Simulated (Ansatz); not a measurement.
# InHF radical: single points off equilibrium

The atoms stand at a structure displaced at random from a GFN2-xTB minimum. How far do the functionals agree with CCSD(T) there?

The runs use Ansatz 0.2.0, Gaussian basis; single points in def2-TZVPP.

Correlated methods freeze the cores. Filled d shells of the heavier atoms are correlated. Core potentials replace the inner electrons past krypton, and spin-orbit coupling is left out. Orbitals are unrestricted.

### 1 The starting structure

3 atoms, charge 0, spin multiplicity 2.

Atoms are counted from 1 here; the program's logs count them from 0.

Bond lengths: F1–In2 2.071 Å, In2–H3 2.228 Å. Angles: F1–In2–H3 130.9°.

Geometry (Å):

```xyz
3

F     1.21290    1.26840    0.78890
In   -0.39110    0.40300   -0.19360
H    -0.84780   -1.73130   -0.64110
```

### 2 CCSD(T)/def2-TZVPP

File run/in.yaml:

```yaml
crystal:
  periodic: [false, false, false]
  atoms:
    - {symbol: F, position_ang: [1.212900, 1.268400, 0.788900]}
    - {symbol: In, position_ang: [-0.391100, 0.403000, -0.193600]}
    - {symbol: H, position_ang: [-0.847800, -1.731300, -0.641100]}
basis:
  gaussian: {orbitals: def2-TZVPP}
magnetization: {spin_polarized: true, initial_magnetization: 1}
correlation: {method: ccsd_t}
scf: {omitted_lower_state_checks: [cluster_reference]}
output: {forces: true}
```

The command line of these runs was not kept.

### 3 PBE0-D4/def2-TZVPP

Changes to run/in.yaml since step 2:

```diff
@@ -9,4 +9,3 @@
 magnetization: {spin_polarized: true, initial_magnetization: 1}
-correlation: {method: ccsd_t}
-scf: {omitted_lower_state_checks: [cluster_reference]}
-output: {forces: true}
+hamiltonian: {xc: pbe0, dispersion: d4}
+output: {forces: true, orbitals: {seedname: orbitals}}
```

### 4 wB97M-V/def2-TZVPP

Changes to run/in.yaml since step 3:

```diff
@@ -9,3 +9,3 @@
 magnetization: {spin_polarized: true, initial_magnetization: 1}
-hamiltonian: {xc: pbe0, dispersion: d4}
-output: {forces: true, orbitals: {seedname: orbitals}}
+hamiltonian: {xc: {name: wB97M-V}}
+output: {forces: true}
```

### 5 r2SCAN-D4/def2-TZVPP

Changes to run/in.yaml since step 4:

```diff
@@ -9,3 +9,3 @@
 magnetization: {spin_polarized: true, initial_magnetization: 1}
-hamiltonian: {xc: {name: wB97M-V}}
+hamiltonian: {xc: r2scan, dispersion: d4}
 output: {forces: true}
```

### 6 PBE-D4/def2-TZVPP

Changes to run/in.yaml since step 5:

```diff
@@ -9,3 +9,3 @@
 magnetization: {spin_polarized: true, initial_magnetization: 1}
-hamiltonian: {xc: r2scan, dispersion: d4}
+hamiltonian: {xc: pbe, dispersion: d4}
 output: {forces: true}
```

### 7 B97M-V/def2-TZVPP

Changes to run/in.yaml since step 6:

```diff
@@ -9,3 +9,3 @@
 magnetization: {spin_polarized: true, initial_magnetization: 1}
-hamiltonian: {xc: pbe, dispersion: d4}
+hamiltonian: {xc: {name: B97M-V}}
 output: {forces: true}
```

### 8 r2SCANh-D4/def2-TZVPP

Changes to run/in.yaml since step 7:

```diff
@@ -9,3 +9,3 @@
 magnetization: {spin_polarized: true, initial_magnetization: 1}
-hamiltonian: {xc: {name: B97M-V}}
+hamiltonian: {xc: {name: r2SCANh}, dispersion: d4}
 output: {forces: true}
```

(Steps that only read results are left out.)

Q: Predict the outcome of this session. Wanted: energy less free atoms, CCSD(T)/def2-TZVPP; RMS force component; RMS force error; HOMO and LUMO, PBE0-D4; T1 diagnostic.

**Answer**, as computed:

| quantity | value |
| --- | --- |
| energy less free atoms, CCSD(T)/def2-TZVPP | -130.0 kcal/mol |
| RMS force component | 0.432 to 0.649 eV/Å over the methods |
| RMS force error | PBE0-D4 0.065, wB97M-V 0.058, r2SCAN-D4 0.076, PBE-D4 0.265, B97M-V 0.090, r2SCANh-D4 0.041 eV/Å |
| HOMO and LUMO, PBE0-D4 | -6.82 and -3.52 eV |
| T1 diagnostic | 0.025 |

In words: Against CCSD(T) the functionals' energies less atoms differ by -13.1 to -2.9 kcal/mol, PBE-D4 by -13.1 kcal/mol. A larger basis would deepen the CCSD(T) value, while the functionals are nearly converged already, so the order here is not reliable. On forces the order runs from r2SCANh-D4 to PBE-D4. Frozen-core CCSD(T) forces in triple zeta carry basis errors of their own, and this is one geometry, so small gaps rank nothing. The unrestricted reference is spin-contaminated, which hurts MP2 most.
